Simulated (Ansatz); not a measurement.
A first try at a single point of ZrTiN2, space group R-3m, using the Python package of Ansatz (0.2.0).

`run_scf.py`
```python
"""SCF run for ZrTiN2."""

from pathlib import Path
import warnings

import ansatz as az
import matplotlib.pyplot as plt
import numpy as np


def main() -> None:
    warnings.simplefilter("ignore", az.DeckWarning)

    lattice = az.Lattice.of(
        (1.57391, 0.9087, 5.11815),
        (-1.57391, 0.9087, 5.11815),
        (0.0, -1.8174, 5.11815),
    )
    sites = [
        ("Zr", (0.5, 0.5, 0.5)),
        ("Ti", (0.0, 0.0, 0.0)),
        ("N", (0.74367, 0.74367, 0.74367)),
        ("N", (0.25633, 0.25633, 0.25633)),
    ]
    zrtin2 = az.Crystal(lattice=lattice)
    for symbol, position in sites:
        zrtin2 = zrtin2.atom(symbol, position)

    # settings of the run
    base = (
        zrtin2.calculation()
        .functional(az.Functional.PBESOL)
        .basis(510)
        .kpoints(9, 9, 9)
        .occupations("fermi_dirac")
        .charge(-2)
        .scf(max_iterations=100)
        .compute(density_of_states={"method": "smearing", "broadening_width": 0.2}, density=True, potential=True, electron_localization_function=True, output_files={"volumetric_format": "npy"}, forces=True, band_table=True)
    )
    done = base.run()
    data = done.report

    energy = data["free_energy_ev"]
    print("ZrTiN2: {:.6f} eV = {:.6f} Ry = {:.6f} Ha".format(energy, energy / 13.605693, energy / 27.211386))
    print("Fermi level {:.4f} eV, {} k-points, {} symmetry operations".format(data["fermi_energy_ev"], data["n_kpoints"], data["n_symmetry_ops"]))

    dos = done.density_of_states()
    energy = np.asarray(dos.energies_ev) - dos.fermi_ev
    fig, ax = plt.subplots(figsize=(5, 3.2))
    for spin, channel in enumerate(dos.channels):
        ax.plot(energy, (-1) ** spin * np.asarray(channel.g_bin_mean_per_ev), lw=1)
    ax.axvline(0, color="k", ls=":")
    ax.set(xlim=(-6, 8), xlabel="E - E_F (eV)", ylabel="states/eV", title="ZrTiN2")
    fig.tight_layout()
    fig.savefig("dos.png", dpi=100)
    print("states below E_F:", round(float(np.interp(0.0, energy, dos.spin_summed_integrated)), 3))

    folder = Path(done.write_results("fields"))
    for name in sorted(p.name for p in folder.glob("*.npy")):
        field = np.load(folder / name)
        print(f"{name:16s} {str(field.shape):16s} min {field.min():10.4f}  mean {field.mean():10.4f}  max {field.max():10.4f}")

    # forces in eV per angstrom
    forces = np.array(data["forces_ev_ang"])
    norms = np.linalg.norm(forces, axis=1)
    print("largest force {:.4f} eV/A on atom {}".format(norms.max(), norms.argmax()))
    print(np.array2string(forces, precision=4, suppress_small=True))

    rho = done.density()
    total = sum(ch.density_e_per_ang3 for ch in rho.channels[:2]) if len(rho.channels) < 3 else rho.channels[0].density_e_per_ang3
    print("grid", rho.dims, "electrons", round(float(total.mean() * rho.cell_volume_ang3), 4))
    print(f"density range {total.min():.4f} to {total.max():.4f} e/A^3")
    print(np.array2string(total[:: max(rho.dims[0] // 8, 1), :: max(rho.dims[1] // 8, 1), 0], precision=3, suppress_small=True))

    gap = None if "band_edges_ev" not in data else data["band_edges_ev"][1] - data["band_edges_ev"][0]
    print("gap on the k mesh:", "none reported" if gap is None else f"{gap:.3f} eV")


if __name__ == "__main__":
    main()
```

Output of `python run_scf.py`:
```text
ZrTiN2: -7331.891352 eV = -538.884080 Ry = -269.442040 Ha
Fermi level 18.1171 eV, 85 k-points, 12 symmetry operations
states below E_F: 35.998
elf.npy          (24, 45, 24)     min     0.0062  mean     0.3678  max     0.8208
rho.npy          (24, 45, 24)     min     0.1388  mean     0.8197  max    10.3718
v_es.npy         (24, 45, 24)     min   -72.4473  mean     6.2280  max    17.4749
v_tot.npy        (24, 45, 24)     min   -97.7123  mean    -6.7899  max     8.5597
largest force 0.3152 eV/A on atom 3
[[-0.      0.     -0.    ]
 [ 0.     -0.      0.    ]
 [ 0.     -0.     -0.3152]
 [-0.      0.      0.3152]]
grid (24, 45, 24) electrons 36.0
density range 0.1388 to 10.3718 e/A^3
[[10.372  3.595  0.259  0.233  0.226  0.226  0.233  0.259  3.595]
 [ 7.506  3.334  0.26   0.18   0.213  0.282  0.417  0.373  1.018]
 [ 1.228  0.845  0.268  0.188  0.215  0.337  0.751  0.753  0.375]
 [ 0.251  0.367  0.431  0.275  0.215  0.312  0.834  1.13   0.402]
 [ 0.206  0.408  0.864  0.52   0.247  0.247  0.52   0.864  0.408]
 [ 0.251  0.402  1.13   0.834  0.312  0.215  0.275  0.431  0.367]
 [ 1.228  0.375  0.753  0.751  0.337  0.215  0.188  0.268  0.845]
 [ 7.506  1.018  0.373  0.417  0.282  0.213  0.18   0.26   3.334]]
gap on the k mesh: none reported
```

No error stopped it. What is wrong with the input all the same?

The fault: the net charge is wrong for this system. The cap on steps that the faulty run carried goes too. Mended:

`run_scf.py`:
```python
"""SCF run for ZrTiN2."""

from pathlib import Path
import warnings

import ansatz as az
import matplotlib.pyplot as plt
import numpy as np


def main() -> None:
    warnings.simplefilter("ignore", az.DeckWarning)

    lattice = az.Lattice.of(
        (1.57391, 0.9087, 5.11815),
        (-1.57391, 0.9087, 5.11815),
        (0.0, -1.8174, 5.11815),
    )
    sites = [
        ("Zr", (0.5, 0.5, 0.5)),
        ("Ti", (0.0, 0.0, 0.0)),
        ("N", (0.74367, 0.74367, 0.74367)),
        ("N", (0.25633, 0.25633, 0.25633)),
    ]
    zrtin2 = az.Crystal(lattice=lattice)
    for symbol, position in sites:
        zrtin2 = zrtin2.atom(symbol, position)

    # settings of the run
    base = (
        zrtin2.calculation()
        .functional(az.Functional.PBESOL)
        .basis(510)
        .kpoints(9, 9, 9)
        .occupations("fermi_dirac")
        .compute(density_of_states={"method": "smearing", "broadening_width": 0.2}, density=True, potential=True, electron_localization_function=True, output_files={"volumetric_format": "npy"}, forces=True, band_table=True)
    )
    done = base.run()
    data = done.report

    energy = data["free_energy_ev"]
    print("ZrTiN2: {:.6f} eV = {:.6f} Ry = {:.6f} Ha".format(energy, energy / 13.605693, energy / 27.211386))
    print("Fermi level {:.4f} eV, {} k-points, {} symmetry operations".format(data["fermi_energy_ev"], data["n_kpoints"], data["n_symmetry_ops"]))

    dos = done.density_of_states()
    energy = np.asarray(dos.energies_ev) - dos.fermi_ev
    fig, ax = plt.subplots(figsize=(5, 3.2))
    for spin, channel in enumerate(dos.channels):
        ax.plot(energy, (-1) ** spin * np.asarray(channel.g_bin_mean_per_ev), lw=1)
    ax.axvline(0, color="k", ls=":")
    ax.set(xlim=(-6, 8), xlabel="E - E_F (eV)", ylabel="states/eV", title="ZrTiN2")
    fig.tight_layout()
    fig.savefig("dos.png", dpi=100)
    print("states below E_F:", round(float(np.interp(0.0, energy, dos.spin_summed_integrated)), 3))

    folder = Path(done.write_results("fields"))
    for name in sorted(p.name for p in folder.glob("*.npy")):
        field = np.load(folder / name)
        print(f"{name:16s} {str(field.shape):16s} min {field.min():10.4f}  mean {field.mean():10.4f}  max {field.max():10.4f}")

    # forces in eV per angstrom
    forces = np.array(data["forces_ev_ang"])
    norms = np.linalg.norm(forces, axis=1)
    print("largest force {:.4f} eV/A on atom {}".format(norms.max(), norms.argmax()))
    print(np.array2string(forces, precision=4, suppress_small=True))

    rho = done.density()
    total = sum(ch.density_e_per_ang3 for ch in rho.channels[:2]) if len(rho.channels) < 3 else rho.channels[0].density_e_per_ang3
    print("grid", rho.dims, "electrons", round(float(total.mean() * rho.cell_volume_ang3), 4))
    print(f"density range {total.min():.4f} to {total.max():.4f} e/A^3")
    print(np.array2string(total[:: max(rho.dims[0] // 8, 1), :: max(rho.dims[1] // 8, 1), 0], precision=3, suppress_small=True))

    gap = None if "band_edges_ev" not in data else data["band_edges_ev"][1] - data["band_edges_ev"][0]
    print("gap on the k mesh:", "none reported" if gap is None else f"{gap:.3f} eV")


if __name__ == "__main__":
    main()
```

With that change:

```console
$ python run_scf.py
ZrTiN2: -7366.978016 eV = -541.462902 Ry = -270.731451 Ha
Fermi level 16.8945 eV, 85 k-points, 12 symmetry operations
states below E_F: 33.998
elf.npy          (24, 45, 24)     min     0.0062  mean     0.3633  max     0.8237
rho.npy          (24, 45, 24)     min     0.1095  mean     0.7741  max    10.1097
v_es.npy         (24, 45, 24)     min   -73.2209  mean     6.2280  max    18.0816
v_tot.npy        (24, 45, 24)     min   -98.4914  mean    -6.3956  max     9.7189
largest force 0.2317 eV/A on atom 2
[[-0.      0.      0.    ]
 [ 0.     -0.     -0.    ]
 [ 0.      0.      0.2317]
 [-0.     -0.     -0.2317]]
grid (24, 45, 24) electrons 34.0
density range 0.1095 to 10.1097 e/A^3
[[10.11   3.464  0.223  0.201  0.186  0.186  0.201  0.223  3.464]
 [ 7.358  3.222  0.211  0.142  0.165  0.249  0.391  0.35   0.998]
 [ 1.132  0.824  0.236  0.152  0.164  0.309  0.721  0.72   0.35 ]
 [ 0.215  0.343  0.408  0.246  0.17   0.282  0.804  1.083  0.375]
 [ 0.18   0.38   0.827  0.494  0.209  0.209  0.494  0.827  0.38 ]
 [ 0.215  0.375  1.083  0.804  0.282  0.17   0.246  0.408  0.343]
 [ 1.132  0.35   0.72   0.721  0.309  0.164  0.152  0.236  0.824]
 [ 7.358  0.998  0.35   0.391  0.249  0.165  0.142  0.211  3.222]]
gap on the k mesh: none reported
```

Caveats:
- Total energies depend on the potentials; only differences at equal settings carry meaning. A total without «per atom» is that of the cell as typed.
- Spin is left out of this run.
- The count of states below the Fermi level is interpolated on the energy grid.
- The mesh is modest for a metal, so energies can be off by several to tens of meV an atom and pressures by half a GPa or more; differences at equal mesh fare better.
- The zero of the levels is a convention of the potentials, so an absolute Fermi energy is no work function.
- Grid values close to the nuclei reflect the PAW or pseudopotential construction, not the all-electron fields.
- The structure comes from a database of computed cells and needn't be a stable or known phase.
- Levels are Kohn-Sham eigenvalues on this mesh, without spin-orbit coupling.
- The computed bands are complete only to about 1.0 eV above the Fermi level; beyond that the density of states is undercounted.

(Lines on the test bed's own set-up are left out of the output.)
